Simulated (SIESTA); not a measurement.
The system is Sb.

```xyz
4
Lattice="4.5277 0.0000 0.0000 0.0000 4.4211 0.0000 -1.3205 0.0000 6.3643" Properties=species:S:1:pos:R:3 pbc="T T T"
Sb    0.6363    1.1053    4.3511
Sb    3.2336    3.3158    4.8545
Sb   -0.0264    1.1053    1.5099
Sb    2.5709    3.3158    2.0132
```

This isn't the form of Sb at room conditions, which is rhombohedral.

```yaml
Program: SIESTA 5.4.2
Task: single point
Functional: PBEsol
Potentials_or_basis: PseudoDojo 0.4 standard (PBEsol files)
Basis: DZP (energy shift 0.003 Ry; two zetas on semicore shells)
Grid_cutoff: 500 Ry
Energy_shift: 0.003 Ry
k_mesh: 6 × 6 × 4
Occupations: fermi-dirac, width 0.05 eV
Spin: no spin polarisation
```

On this cell: pressure -1.3 GPa; largest force 0.311 eV/Å; band gap on the k mesh none (metal or under the smearing width).

The same run follows on a disturbed copy (atoms moved at random, drawn with an rms of 0.05 Å):

```
Sb
1.0
     4.52770    0.00000    0.00000
     0.00000    4.42110    0.00000
    -1.32052    0.00000    6.36435
Sb
4
Direct
  0.34003 0.24690 0.68907
  0.93857 0.74880 0.76055
  0.07669 0.25263 0.23496
  0.64862 0.75117 0.30966
```

**Question.** What does the disturbed cell give?

**Answer.** The energy (extrapolated to zero smearing) moves by -1.5 meV/atom; pressure -2.0 GPa; largest force 0.211 eV/Å; band gap on the k mesh none (metal or under the smearing width).

Forces on the atoms (eV/Å):
```
Sb   0.159  0.024  0.094
Sb  -0.146 -0.016  0.127
Sb  -0.143  0.009 -0.056
Sb   0.130 -0.017 -0.165
```

Stress tensor (GPa, compression positive):
```
-2.17  0.02  0.19
 0.02 -2.04  0.00
 0.19  0.00 -1.65
```

Caveats: the basis of atomic orbitals isn't converged, which shifts pressures, moduli and gaps.
